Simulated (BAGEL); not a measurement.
# HF/6-31G(d) (density fitting with qzvpp-jkfit, spherical functions) run of CH3FGeS (SMILES F[CH]1[S][GeH2]1)

What is the energy change on altering one bond length of CH3FGeS at HF/6-31G* (density fitting with qzvpp-jkfit, spherical functions)? 

The calculation is run with BAGEL 1.2.2.

8 further runs of the same task are left out: 7 that didn't finish, 1 set aside as unsound or not needed.

### Step 1. Starting point

CH3FGeS: 7 atoms, total charge 0, spin state singlet. As SMILES, `F[CH]1[S][GeH2]1`. Geometry: relaxed at PBE0-D4/def2-TZVP.

Bond lengths: F1–C2 1.364 Å, C2–S3 1.820 Å, C2–Ge4 1.943 Å, S3–Ge4 2.204 Å, C2–H5 1.087 Å, Ge4–H6 1.527 Å, Ge4–H7 1.525 Å. Some angles: F1–C2–S3 115.4°, F1–C2–Ge4 118.9°, S3–C2–Ge4 71.6°, C2–S3–Ge4 56.8°, C2–Ge4–S3 51.6°, F1–C2–H5 110.0°, S3–C2–H5 114.3°, Ge4–C2–H5 121.6°, C2–Ge4–H6 121.4°, C2–Ge4–H7 117.7°.

### Step 2. The energy at HF/6-31G(d) (density fitting with qzvpp-jkfit, spherical functions)

Contents of input.json:

```json
{ "bagel": [

{
  "title": "molecule",
  "basis": "6-31gs.json",
  "df_basis": "qzvpp-jkfit",
  "angstrom": "true",
  "geometry": [
    { "atom": "F", "xyz": [   -0.249100,   -0.099400,   -1.988100 ] },
    { "atom": "C", "xyz": [   -0.596800,   -0.308400,   -0.686300 ] },
    { "atom": "S", "xyz": [    0.265900,   -1.680400,    0.141800 ] },
    { "atom": "Ge", "xyz": [    0.527900,    0.431200,    0.715500 ] },
    { "atom": "H", "xyz": [   -1.678800,   -0.337800,   -0.591600 ] },
    { "atom": "H", "xyz": [   -0.054800,    0.853200,    2.062900 ] },
    { "atom": "H", "xyz": [    1.846800,    1.073600,    0.300000 ] }
  ]
},
{
  "title": "hf",
  "charge": 0
},
{
  "title": "print",
  "file": "orbitals.molden",
  "orbitals": "true"
}

]}
```

The basis set 6-31G* is read from a file made from the Basis Set Exchange's data (not shown).

Launch:

```
$ BAGEL_NUM_THREADS=1 BAGEL input.json > input.out
```

What it wrote:

```text
* using 1 threads per process

  ===============================================================
  ===============================================================

  *** Geometry ***

  { "atom" : "F", "xyz" : [     -0.470731,     -0.187839,     -3.756965 ] },
  { "atom" : "C", "xyz" : [     -1.127789,     -0.582792,     -1.296919 ] },
  { "atom" : "S", "xyz" : [      0.502478,     -3.175496,      0.267963 ] },
  { "atom" : "Ge", "xyz" : [      0.997586,      0.814850,      1.352099 ] },
  { "atom" : "H", "xyz" : [     -3.172472,     -0.638349,     -1.117962 ] },
  { "atom" : "H", "xyz" : [     -0.103557,      1.612314,      3.898316 ] },
  { "atom" : "H", "xyz" : [      3.489946,      2.028810,      0.566918 ] },

  Number of auxiliary basis functions:      600

  Since a DF basis is specified, we compute 2- and 3-index integrals:
    o Being stored without compression. Storage requirement is 0.034 GB

  Number of basis functions:       84
  Number of electrons      :       66

    * METHOD: MOLECULE                             0.36

  *** RHF ***

  === Nuclear Repulsion ===
   353.2609166561

      * DIIS with orbital gradients will be used.

  === RHF iteration (6-31gs.json) ===
      0      -2611.47375088          0.01297870           0.10
      1      -2611.55603344          0.00795472           0.10
      2      -2611.58824000          0.00128812           0.10
      3      -2611.58990156          0.00034402           0.10
      4      -2611.59001132          0.00011545           0.10
      5      -2611.59003370          0.00003826           0.10
      6      -2611.59003609          0.00001470           0.10
      7      -2611.59003637          0.00000405           0.10
      8      -2611.59003641          0.00000151           0.10
      9      -2611.59003641          0.00000083           0.10
     10      -2611.59003641          0.00000021           0.10
     11      -2611.59003641          0.00000006           0.10
     12      -2611.59003641          0.00000003           0.10
     13      -2611.59003641          0.00000001           0.10
     14      -2611.59003641          0.00000000           0.10
    * SCF iteration converged.

    * Permanent dipole moment:
           (    0.129898,    -0.954461,    -0.839847) a.u.

    * METHOD: HF                                   1.75

    * METHOD: PRINT                                0.01

  ===============================================================
```

It took 2.3 s on 1 thread of Arm Neoverse V2, shared host; peak memory 0.16 GiB.

### Step 3. The distorted shape

Contents of calc.json:

```json
{ "bagel" : [

{
  "title" : "molecule",
  "basis" : "6-31gs.json",
  "df_basis" : "qzvpp-jkfit",
  "angstrom" : true,
  "geometry" : [
    { "atom" : "F", "xyz" : [   -0.196940,   -0.068047,   -2.183390 ] },
    { "atom" : "C", "xyz" : [   -0.596800,   -0.308400,   -0.686300 ] },
    { "atom" : "S", "xyz" : [    0.265900,   -1.680400,    0.141800 ] },
    { "atom" : "Ge", "xyz" : [    0.527900,    0.431200,    0.715500 ] },
    { "atom" : "H", "xyz" : [   -1.678800,   -0.337800,   -0.591600 ] },
    { "atom" : "H", "xyz" : [   -0.054800,    0.853200,    2.062900 ] },
    { "atom" : "H", "xyz" : [    1.846800,    1.073600,    0.300000 ] }
  ]
},
{
  "title" : "hf"
},
{
  "title" : "print",
  "file" : "orbitals.molden",
  "orbitals" : true
}

]}
```

The basis set 6-31G* is read from a file made from the Basis Set Exchange's data (not shown).

Launch:

```
$ BAGEL_NUM_THREADS=1 BAGEL calc.json > calc.out
```

What it wrote:

```text
* using 1 threads per process

  ===============================================================
  ===============================================================

  *** Geometry ***

  { "atom" : "F", "xyz" : [     -0.372163,     -0.128590,     -4.126009 ] },
  { "atom" : "C", "xyz" : [     -1.127789,     -0.582792,     -1.296919 ] },
  { "atom" : "S", "xyz" : [      0.502478,     -3.175496,      0.267963 ] },
  { "atom" : "Ge", "xyz" : [      0.997586,      0.814850,      1.352099 ] },
  { "atom" : "H", "xyz" : [     -3.172472,     -0.638349,     -1.117962 ] },
  { "atom" : "H", "xyz" : [     -0.103557,      1.612314,      3.898316 ] },
  { "atom" : "H", "xyz" : [      3.489946,      2.028810,      0.566918 ] },

  Number of auxiliary basis functions:      600

  Since a DF basis is specified, we compute 2- and 3-index integrals:
    o Being stored without compression. Storage requirement is 0.034 GB

  Number of basis functions:       84
  Number of electrons      :       66

    * METHOD: MOLECULE                             0.36

  *** RHF ***

  === Nuclear Repulsion ===
   345.6897713876

      * DIIS with orbital gradients will be used.

  === RHF iteration (6-31gs.json) ===
      0      -2611.40776953          0.01475025           0.10
      1      -2611.50124690          0.01071948           0.10
      2      -2611.56279384          0.00152603           0.10
      3      -2611.56557183          0.00055187           0.10
      4      -2611.56586373          0.00018296           0.10
      5      -2611.56592987          0.00006149           0.10
      6      -2611.56593603          0.00002563           0.10
      7      -2611.56593701          0.00000563           0.10
      8      -2611.56593708          0.00000228           0.10
      9      -2611.56593709          0.00000109           0.10
     10      -2611.56593709          0.00000034           0.10
     11      -2611.56593709          0.00000011           0.10
     12      -2611.56593709          0.00000005           0.10
     13      -2611.56593709          0.00000002           0.10
     14      -2611.56593709          0.00000001           0.10
    * SCF iteration converged.

    * Permanent dipole moment:
           (    0.113756,    -0.865721,    -1.308727) a.u.

    * METHOD: HF                                   1.73

    * METHOD: PRINT                                0.01

  ===============================================================
```

It took 2.3 s on 1 thread of Arm Neoverse V2, shared host; peak memory 0.16 GiB.

### Step 4. Outcome

Level: HF/6-31G* (density fitting with qzvpp-jkfit, spherical functions).

```
                                                         quantity           value
                                        first shape: total energy  -2611.59004 Eh
                                       first shape: dipole moment          3.25 D
                                         first shape: HOMO energy        -9.85 eV
                                         first shape: LUMO energy         2.16 eV
                                       first shape: HOMO–LUMO gap        12.00 eV
                                    distorted shape: total energy  -2611.56594 Eh
                                   distorted shape: dipole moment          4.00 D
                                     distorted shape: HOMO energy       -10.15 eV
                                     distorted shape: LUMO energy         1.99 eV
                                   distorted shape: HOMO–LUMO gap        12.14 eV
energy change with the F1–C2 bond stretched from 1.364 to 1.568 Å        0.656 eV
```

**Reading.** With the F1–C2 bond stretched from 1.364 to 1.568 Å the energy rises by 0.66 eV (63.3 kJ/mol). The first shape isn't relaxed at this level, so the change isn't measured from a minimum.
